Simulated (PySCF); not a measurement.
# C₆H₅FO₃S: excited states, first hyperpolarisability

Wanted: excited states, first hyperpolarisability for C₆H₅FO₃S (`O=S(=O)(O)c1ccc(F)cc1`).

Computed with PySCF 2.14.0 and routines of our own; the level stands in each step. Atoms count from 0.

## (1) The system as given

16 atoms, charge 0, multiplicity 1; geometry from: GFN2-xTB.

## (2) Relaxing the molecule at PBE0-D3(BJ)/def2-SVP

Job settings and geometry (Å):

```
{"job": {"xc": "PBE0", "basis": "def2-SVP", "d3": "d3bj", "grid": 2, "kind": "geom"}, "charge": 0, "multiplicity": 1}
O      2.676207     0.879691     1.172911
S      2.161968    -0.186078     0.381260
O      2.517929    -1.536888     0.693443
O      2.595908     0.059782    -1.159140
C      0.400655    -0.022480     0.221847
C     -0.361742    -1.151734     0.006063
C     -1.730640    -1.020655    -0.155781
C     -2.282596     0.249738    -0.099575
F     -3.609220     0.383765    -0.261898
C     -1.519158     1.386166     0.119659
C     -0.152547     1.239711     0.284779
H      3.041294    -0.718101    -1.498975
H      0.124191    -2.113665    -0.020045
H     -2.367520    -1.874414    -0.323388
H     -1.996210     2.352217     0.158508
H      0.493883     2.081887     0.468922
```

On the command line:

```
$ OMP_NUM_THREADS=1 python excited_run.py task.json out
```

The driver reads the jobs from task.json and runs them one after another.

Output:

```text
step   0  E = -954.02000444  max force = 0.031356
step   1  E = -954.02341236  max force = 0.005900
step   2  E = -954.02351705  max force = 0.001723
step   3  E = -954.02353796  max force = 0.001331
step   4  E = -954.02355739  max force = 0.001938
step   5  E = -954.02358402  max force = 0.001877
step   6  E = -954.02363319  max force = 0.001814
step   7  E = -954.02365538  max force = 0.001022
step   8  E = -954.02367290  max force = 0.000504
step   9  E = -954.02368842  max force = 0.000785
step  10  E = -954.02370332  max force = 0.001036
step  11  E = -954.02371595  max force = 0.000951
step  12  E = -954.02372282  max force = 0.000240
optimisation converged
```

Run time: 2.2 min. Hardware: 1 thread of AMD EPYC 9R45, shared host; peak memory 0.86 GiB.

Step by step:

```
step  energy from step 0 (eV)  largest force component (eV/Å)
   0                   0.0000                          1.6124
   1                  -0.0927                          0.3034
   2                  -0.0956                          0.0886
   3                  -0.0962                          0.0684
   4                  -0.0967                          0.0997
   5                  -0.0974                          0.0965
   6                  -0.0987                          0.0933
   7                  -0.0993                          0.0526
   8                  -0.0998                          0.0259
   9                  -0.1002                          0.0404
  10                  -0.1007                          0.0533
  11                  -0.1010                          0.0489
  12                  -0.1012                          0.0123
```

Distances of close pairs at the start and the end, largest changes first:

```
   bond  before (Å)  after (Å)  change (Å)
  S1–O2       1.431      1.453      +0.022
  O0–S1       1.424      1.444      +0.020
  C7–F8       1.343      1.326      -0.017
 C4–C10       1.380      1.395      +0.016
  C4–C5       1.380      1.394      +0.015
C10–H15       1.078      1.092      +0.014
 C5–H12       1.078      1.092      +0.014
 C9–H14       1.078      1.091      +0.013
```

The end geometry stands in the next job.

```
                         at the end point                value
  point group (found at 0.08 Å tolerance)                   C1
rotational constants (GHz, main isotopes)  2.612, 0.551, 0.501
                        dipole moment (D)                 3.59
```

## (3) Excited states: TDA CAM-B3LYP/aug-cc-pVDZ

Job settings and geometry (Å):

```
{"job": {"kind": "states", "xc": "CAM-B3LYP", "basis": "aug-cc-pVDZ", "tda": true, "soc": true, "nstates": 6, "ntriplets": 5, "nquad": 4}, "charge": 0, "multiplicity": 1}
O      2.733689     1.040780     1.583646
S      2.308170    -0.069828     0.765376
O      2.676689    -1.446803     1.047405
O      2.842173     0.264729    -0.731251
C      0.554524     0.016550     0.568885
C     -0.167947    -1.156966     0.358656
C     -1.546832    -1.085127     0.194719
C     -2.165851     0.159876     0.248036
F     -3.480835     0.230394     0.092458
C     -1.450371     1.333847     0.468521
C     -0.072956     1.260832     0.634355
H      3.013956    -0.577950    -1.178217
H      0.352896    -2.116272     0.342739
H     -2.152651    -1.978372     0.034388
H     -1.983214     2.284887     0.515223
H      0.519794     2.156930     0.827221
```

Level: TDA CAM-B3LYP/aug-cc-pVDZ excited states, vertical, gas phase, spin-orbit mean-field couplings.

Output:

```text
coarse grid: 15584 points
cycle   1  E = -954.8010075395  dE =  3.109e+00  |g| = 1.291e+00  |ddm| = 3.434e+01
cycle   2  E = -954.4757967947  dE =  3.252e-01  |g| = 1.900e+00  |ddm| = 1.629e+01
cycle   3  E = -955.1153361861  dE = -6.395e-01  |g| = 1.872e-01  |ddm| = 9.971e+00
cycle   4  E = -955.1212117863  dE = -5.876e-03  |g| = 8.632e-02  |ddm| = 9.412e-01
cycle   5  E = -955.1227333592  dE = -1.522e-03  |g| = 1.478e-02  |ddm| = 3.406e-01
cycle   6  E = -955.1227768484  dE = -4.349e-05  |g| = 5.243e-03  |ddm| = 9.912e-02
cycle   7  E = -955.1227827984  dE = -5.950e-06  |g| = 1.520e-03  |ddm| = 2.922e-02
final grid: 151088 points
cycle   8  E = -955.1408895449  dE = -2.692e-05  |g| = 4.427e-03  |ddm| = 5.321e-01
cycle   9  E = -955.1408874678  dE =  2.077e-06  |g| = 5.732e-03  |ddm| = 5.925e-02
cycle  10  E = -955.1408938417  dE = -6.374e-06  |g| = 6.526e-04  |ddm| = 2.177e-02
cycle  11  E = -955.1408939126  dE = -7.092e-08  |g| = 2.877e-04  |ddm| = 4.098e-03
cycle  12  E = -955.1408939275  dE = -1.488e-08  |g| = 1.079e-04  |ddm| = 1.317e-03
cycle  13  E = -955.1408939297  dE = -2.223e-09  |g| = 1.968e-05  |ddm| = 6.164e-04
cycle  14  E = -955.1408939298  dE = -8.617e-11  |g| = 8.217e-06  |ddm| = 1.241e-04
converged SCF energy = -955.1408939298

Singlet excitations
state   eV       nm        f     d(h-e)  d(exc)  Lambda  PR(NTO)  |dmu|/D   mu/D   main configurations
  1   5.4014   229.5   0.00010   0.067   2.745   0.645   1.995    0.026    3.713   H->L+1 0.53, H-1->L 0.44
  2   6.1179   202.7   0.10456   0.262   2.918   0.804   1.706    0.839    4.372   H->L 0.72, H-1->L+1 0.25
  3   6.9468   178.5   0.00543   1.153   4.481   0.247   1.057    4.219    4.679   H->L+2 0.85
  4   7.1429   173.6   0.13455   1.552   3.319   0.478   1.408    4.820    2.575   H-3->L 0.49, H-2->L 0.24, H-1->L+1 0.13
  5   7.2101   172.0   0.42356   0.460   3.309   0.547   2.101                     H-1->L 0.40, H->L+1 0.31, H-1->L+2 0.11
  6   7.3063   169.7   0.04975   2.100   3.516   0.362   1.082                     H-2->L 0.54, H-3->L 0.25, H-4->L 0.09

Triplet excitations (Tamm-Dancoff)
state   eV     d(h-e)  d(exc)  Lambda  PR(NTO)   main configurations
  1   4.0039   0.045   2.529   0.791   1.778   H->L 0.66, H-1->L+1 0.26
  2   4.7037   0.122   2.666   0.787   1.734   H-1->L+1 0.50, H->L 0.21, H->L+1 0.18
  3   4.7209   0.063   2.700   0.695   1.696   H->L+1 0.50, H-1->L 0.20, H-1->L+1 0.19
  4   5.0181   0.366   2.678   0.638   1.725   H-1->L 0.69, H->L+1 0.28
  5   6.7756   1.469   3.213   0.424   1.105   H-3->L 0.64, H-2->L 0.22
S1 - T1 = 1.3974 eV

Spin-orbit couplings |<S|Hso|T>| (cm-1)
             T1       T2       T3       T4       T5
S0        1.963    1.439    1.262    0.563   25.990
S1        0.578    0.061    0.102    0.036    1.002
S2        0.425    0.325    0.254    0.555    4.345
S3        2.200    1.038    0.831    0.271    0.887
S4        5.218    2.782    1.789    1.052    3.094
S5        1.043    0.999    0.525    0.381    3.613
S6        5.807    3.353    1.896    1.462   29.412
T1 sublevels (cm-1): 0.000 0.001 0.001   radiative rates (1/s): 0.203 0.169 0.0237
```

It took 63 s on 1 thread of AMD EPYC 9R45, shared host; peak memory 1.3 GiB.

From this job:

```
  quantity    value
S1 less T1  1.40 eV
```

## (4) Excited states: TDDFT CAM-B3LYP/aug-cc-pVDZ

The job, as its differences from that of step 3:

```diff
@@ -1,2 +1,2 @@
-{"job": {"kind": "states", "xc": "CAM-B3LYP", "basis": "aug-cc-pVDZ", "tda": true, "soc": true, "nstates": 6, "ntriplets": 5, "nquad": 4}, "charge": 0, "multiplicity": 1}
+{"job": {"kind": "states", "xc": "CAM-B3LYP", "basis": "aug-cc-pVDZ", "tpa": true, "nstates": 8, "nquad": 6, "ntriplets": 0}, "charge": 0, "multiplicity": 1}
 O      2.733689     1.040780     1.583646
```

With the program's defaults for keys left out, this is: TDDFT CAM-B3LYP/aug-cc-pVDZ excited states, vertical, gas phase, two-photon moments by quadratic response.

Output:

```text
coarse grid: 15584 points
cycle   1  E = -954.8010075395  dE =  3.109e+00  |g| = 1.291e+00  |ddm| = 3.434e+01
cycle   2  E = -954.4757967947  dE =  3.252e-01  |g| = 1.900e+00  |ddm| = 1.629e+01
cycle   3  E = -955.1153361861  dE = -6.395e-01  |g| = 1.872e-01  |ddm| = 9.971e+00
cycle   4  E = -955.1212117863  dE = -5.876e-03  |g| = 8.632e-02  |ddm| = 9.412e-01
cycle   5  E = -955.1227333592  dE = -1.522e-03  |g| = 1.478e-02  |ddm| = 3.406e-01
cycle   6  E = -955.1227768484  dE = -4.349e-05  |g| = 5.243e-03  |ddm| = 9.912e-02
cycle   7  E = -955.1227827984  dE = -5.950e-06  |g| = 1.520e-03  |ddm| = 2.922e-02
final grid: 151088 points
cycle   8  E = -955.1408895449  dE = -2.692e-05  |g| = 4.427e-03  |ddm| = 5.321e-01
cycle   9  E = -955.1408874678  dE =  2.077e-06  |g| = 5.732e-03  |ddm| = 5.925e-02
cycle  10  E = -955.1408938417  dE = -6.374e-06  |g| = 6.526e-04  |ddm| = 2.177e-02
cycle  11  E = -955.1408939126  dE = -7.091e-08  |g| = 2.877e-04  |ddm| = 4.098e-03
cycle  12  E = -955.1408939275  dE = -1.488e-08  |g| = 1.079e-04  |ddm| = 1.317e-03
cycle  13  E = -955.1408939297  dE = -2.224e-09  |g| = 1.968e-05  |ddm| = 6.164e-04
cycle  14  E = -955.1408939298  dE = -8.254e-11  |g| = 8.217e-06  |ddm| = 1.241e-04
converged SCF energy = -955.1408939298

Singlet excitations
state   eV       nm        f     d(h-e)  d(exc)  Lambda  PR(NTO)  |dmu|/D   mu/D   delta(TPA)   sigma/GM   main configurations
  1   5.3456   231.9   0.00014   0.062   2.728   0.643   2.001    0.061    3.756        1.63      0.017   H->L+1 0.55, H-1->L 0.43
  2   5.8924   210.4   0.10189   0.269   2.890   0.797   1.693    0.823    4.372       28.63      0.364   H->L 0.78, H-1->L+1 0.20
  3   6.7758   183.0   0.36962   0.267   3.006   0.617   2.263    0.684    3.989        0.59      0.010   H-1->L 0.53, H->L+1 0.41
  4   6.8932   179.9   0.63850   0.171   2.872   0.776   1.937    0.609    3.194        1.01      0.018   H-1->L+1 0.70, H->L 0.17
  5   6.9477   178.5   0.01013   1.123   4.472   0.240   1.061    4.103    4.541       14.24      0.252   H->L+2 0.86
  6   7.1796   172.7   0.07905   1.608   3.367   0.411   1.178    4.996    2.801       31.98      0.604   H-3->L 0.46, H-2->L 0.36
  7   7.2956   169.9   0.00550   1.870   3.618   0.353   1.292                                            H-2->L 0.42, H-3->L 0.34, H-1->L+2 0.08
  8   7.2986   169.9   0.00513   0.571   4.247   0.248   1.338                                            H-1->L+2 0.69, H-1->L+3 0.09
```

Wall time 73 s (1 thread of AMD EPYC 9R45, shared host); peak memory 1.4 GiB.

## (5) First hyperpolarisability: quadratic response CAM-B3LYP/aug-cc-pVDZ

The job, as its differences from that of step 4:

```diff
@@ -1,2 +1,2 @@
-{"job": {"kind": "states", "xc": "CAM-B3LYP", "basis": "aug-cc-pVDZ", "tpa": true, "nstates": 8, "nquad": 6, "ntriplets": 0}, "charge": 0, "multiplicity": 1}
+{"job": {"kind": "beta", "xc": "CAM-B3LYP", "basis": "aug-cc-pVDZ"}, "charge": 0, "multiplicity": 1}
 O      2.733689     1.040780     1.583646
```

With the program's defaults for keys left out, this is: quadratic response CAM-B3LYP/aug-cc-pVDZ first hyperpolarisability, Taylor convention, gas phase.

Output:

```text
coarse grid: 15584 points
cycle   1  E = -954.8010075395  dE =  3.109e+00  |g| = 1.291e+00  |ddm| = 3.434e+01
cycle   2  E = -954.4757967947  dE =  3.252e-01  |g| = 1.900e+00  |ddm| = 1.629e+01
cycle   3  E = -955.1153361861  dE = -6.395e-01  |g| = 1.872e-01  |ddm| = 9.971e+00
cycle   4  E = -955.1212117863  dE = -5.876e-03  |g| = 8.632e-02  |ddm| = 9.412e-01
cycle   5  E = -955.1227333592  dE = -1.522e-03  |g| = 1.478e-02  |ddm| = 3.406e-01
cycle   6  E = -955.1227768484  dE = -4.349e-05  |g| = 5.243e-03  |ddm| = 9.912e-02
cycle   7  E = -955.1227827984  dE = -5.950e-06  |g| = 1.520e-03  |ddm| = 2.922e-02
final grid: 151088 points
cycle   8  E = -955.1408895449  dE = -2.692e-05  |g| = 4.427e-03  |ddm| = 5.321e-01
cycle   9  E = -955.1408874678  dE =  2.077e-06  |g| = 5.732e-03  |ddm| = 5.925e-02
cycle  10  E = -955.1408938417  dE = -6.374e-06  |g| = 6.526e-04  |ddm| = 2.177e-02
cycle  11  E = -955.1408939126  dE = -7.091e-08  |g| = 2.877e-04  |ddm| = 4.098e-03
cycle  12  E = -955.1408939275  dE = -1.488e-08  |g| = 1.079e-04  |ddm| = 1.317e-03
cycle  13  E = -955.1408939297  dE = -2.224e-09  |g| = 1.968e-05  |ddm| = 6.164e-04
cycle  14  E = -955.1408939298  dE = -8.254e-11  |g| = 8.217e-06  |ddm| = 1.241e-04
converged SCF energy = -955.1408939298

Lowest singlets (eV, f): 5.3456 0.0001  5.8924 0.1019  6.7758 0.3696

First hyperpolarisability (au)
process     nm      |vector|   parallel      HRS      DR
static         -      131.83       43.8      74.04   2.661
shg       1907.0      139.22       46.6      77.69   2.689
eope      1907.0      134.22       44.7          -       -
shg       1064.0      158.31      53.95      87.05   2.759
eope      1064.0      139.76      46.81          -       -
```

Run time: 52 s. Hardware: 1 thread of AMD EPYC 9R45, shared host; peak memory 1.3 GiB.

## (6) Excited states: TDA CAM-B3LYP/aug-cc-pVDZ in dichloromethane

The job, as its differences from that of step 5:

```diff
@@ -1,2 +1,2 @@
-{"job": {"kind": "beta", "xc": "CAM-B3LYP", "basis": "aug-cc-pVDZ"}, "charge": 0, "multiplicity": 1}
+{"job": {"kind": "states", "xc": "CAM-B3LYP", "basis": "aug-cc-pVDZ", "tda": true, "soc": true, "nstates": 6, "ntriplets": 5, "nquad": 4, "solvent": "dichloromethane"}, "charge": 0, "multiplicity": 1}
 O      2.733689     1.040780     1.583646
```

With the program's defaults for keys left out, this is: TDA CAM-B3LYP/aug-cc-pVDZ excited states, vertical, IEF-PCM dichloromethane (non-equilibrium response), spin-orbit mean-field couplings.

Output:

```text
coarse grid: 15584 points
cycle   1  E = -954.8303933914  dE =  3.080e+00  |g| = 1.270e+00  |ddm| = 3.440e+01
cycle   2  E = -954.5746208621  dE =  2.558e-01  |g| = 1.776e+00  |ddm| = 1.674e+01
cycle   3  E = -955.1331863705  dE = -5.586e-01  |g| = 1.450e-01  |ddm| = 1.001e+01
cycle   4  E = -955.1364797559  dE = -3.293e-03  |g| = 7.595e-02  |ddm| = 9.146e-01
cycle   5  E = -955.1376414233  dE = -1.162e-03  |g| = 1.255e-02  |ddm| = 3.029e-01
cycle   6  E = -955.1376688633  dE = -2.744e-05  |g| = 5.079e-03  |ddm| = 8.611e-02
cycle   7  E = -955.1376746006  dE = -5.737e-06  |g| = 9.601e-04  |ddm| = 3.051e-02
final grid: 151088 points
cycle   8  E = -955.1557198170  dE = -2.776e-05  |g| = 3.671e-03  |ddm| = 5.398e-01
cycle   9  E = -955.1557196275  dE =  1.895e-07  |g| = 4.145e-03  |ddm| = 5.631e-02
cycle  10  E = -955.1557229913  dE = -3.364e-06  |g| = 4.327e-04  |ddm| = 2.081e-02
cycle  11  E = -955.1557230236  dE = -3.227e-08  |g| = 1.485e-04  |ddm| = 3.333e-03
cycle  12  E = -955.1557230282  dE = -4.595e-09  |g| = 6.105e-05  |ddm| = 1.329e-03
cycle  13  E = -955.1557230289  dE = -7.099e-10  |g| = 1.658e-05  |ddm| = 3.598e-04
converged SCF energy = -955.1557230289

Singlet excitations
state   eV       nm        f     d(h-e)  d(exc)  Lambda  PR(NTO)  |dmu|/D   mu/D   main configurations
  1   5.4043   229.4   0.00050   0.107   2.740   0.645   2.013    0.150    4.800   H->L+1 0.50, H-1->L 0.48
  2   6.0696   204.3   0.15565   0.385   2.922   0.799   1.619    1.418    5.838   H->L 0.75, H-1->L+1 0.21
  3   6.9606   178.1   0.02288   0.554   4.438   0.251   1.079    1.773    4.662   H->L+2 0.82
  4   7.0084   176.9   0.67258   0.308   3.059   0.601   2.189    0.947    4.949   H-1->L 0.44, H->L+1 0.41
  5   7.1231   174.1   1.12288   0.071   2.918   0.771   1.962                     H-1->L+1 0.65, H->L 0.16
  6   7.2334   171.4   0.01069   0.334   4.343   0.220   1.059                     H-1->L+2 0.81

Triplet excitations (Tamm-Dancoff)
state   eV     d(h-e)  d(exc)  Lambda  PR(NTO)   main configurations
  1   4.0139   0.061   2.530   0.792   1.784   H->L 0.66, H-1->L+1 0.27
  2   4.7032   0.158   2.653   0.832   1.740   H-1->L+1 0.64, H->L 0.27
  3   4.7337   0.116   2.706   0.652   1.935   H-1->L 0.52, H->L+1 0.39
  4   4.9956   0.344   2.683   0.643   1.955   H->L+1 0.56, H-1->L 0.41
  5   6.9111   0.589   4.392   0.239   1.071   H->L+2 0.83
S1 - T1 = 1.3904 eV

Spin-orbit couplings |<S|Hso|T>| (cm-1)
             T1       T2       T3       T4       T5
S0        1.951    1.566    1.048    0.462    2.970
S1        0.569    0.088    0.072    0.041    0.357
S2        0.294    0.283    0.063    0.593    2.308
S3        1.850    0.964    0.476    0.444    0.024
S4        0.589    0.260    0.130    0.346    0.278
S5        1.257    0.655    0.232    0.465    1.022
S6        0.080    0.811    1.436    1.130    0.226
T1 sublevels (cm-1): 0.000 0.000 0.000   radiative rates (1/s): 0.0162 0.0866 2.01
```

It took 54 s on 1 thread of AMD EPYC 9R45, shared host; peak memory 1.4 GiB.

In short:

```
  quantity    value
S1 less T1  1.39 eV
```

## (7) Results

```
                                                         quantity                                                value
                                                      point group                                                   C1
                             rotational constants (main isotopes)                                 2.61, 0.55, 0.50 GHz
                   S1 less T1 (step 3, TDA CAM-B3LYP/aug-cc-pVDZ)                                              1.40 eV
      β vector (step 5, quadratic response CAM-B3LYP/aug-cc-pVDZ)  static 132, SHG 1907.0 nm 139, SHG 1064.0 nm 158 au
S1 less T1 (step 6, TDA CAM-B3LYP/aug-cc-pVDZ in dichloromethane)                                              1.39 eV
```

**Reading.** Relaxing lowered the energy by 0.101 eV in 12 steps; the close pair that moved most is S1–O2, from 1.431 to 1.453 Å. In step 3, the number of triplets below S1 is 4, and the largest singlet-triplet spin-orbit coupling is S6–T5, 29.41 cm⁻¹. β grows from 132 au (static) to 158 au for doubling at 1064.0 nm: normal dispersion, which grows as twice the photon energy moves toward the bright states. In step 6, the number of triplets below S1 is 4, and the largest singlet-triplet spin-orbit coupling is S0–T5, 2.97 cm⁻¹.
